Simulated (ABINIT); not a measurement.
Runs of ABINIT 10.8.3 (patched build) on Bi2Te3 (Tellurobismuthite). The structure is trigonal, space group R-3m (No. 166). The conventional cell has a = 4.386 Å, b = 4.386 Å, c = 30.497 Å, α = 90.00°, β = 90.00°, γ = 120.00°. Around Bi (site symmetry 3m) lie 6 Te at 3.07 to 3.25 Å. Te (site symmetry 3m) is surrounded by 3 Bi at 3.07 Å. Te (site symmetry -3m) is surrounded by 6 Bi at 3.25 Å. 

```csv
level,potentials or basis,k mesh,mesh quality,gap on the mesh (eV),largest force (eV/Å)
PBE,JTH PAW PBE v2.0,6 × 6 × 6,not flagged,0.28,0.02
LDA,JTH PAW LDA v2.0,3 × 3 × 3,coarse,0.22,0.28
LDA,JTH PAW LDA v2.0,4 × 4 × 4,not flagged,0.21,0.19
PBE,JTH PAW PBE v2.0,4 × 4 × 4,not flagged,0.29,0.05
PBEsol,JTH PAW PBE v2.0,3 × 3 × 3,coarse,0.25,0.21
PBEsol,JTH PAW PBE v2.0,4 × 4 × 4,not flagged,0.24,0.11
LDA,JTH PAW LDA v2.0,6 × 6 × 6,not flagged,(a),0.17
PBE,JTH PAW PBE v2.0,3 × 3 × 3,coarse,(b),0.14
```

Alike in all rows: task single point; no spin polarisation; cell as given; cutoff (eV) 408; smearing fermi-dirac 0.05 eV.

Fill in the values left out.

(a) 0.20; (b) 0.30.

Caveats: some runs use coarse meshes; spin-orbit coupling is left out, which as a rule narrows the gap of such compounds by several tenths of an eV; an odd mesh through Γ misses points on the zone boundary, where band edges often lie (some runs); the PAW data sets were made with another functional, which shifts forces and pressure a little (some runs).

A k mesh can miss the band edges, and the runs leave out spin-orbit coupling on Bi, Te.

Not every run made on this cell is shown here.
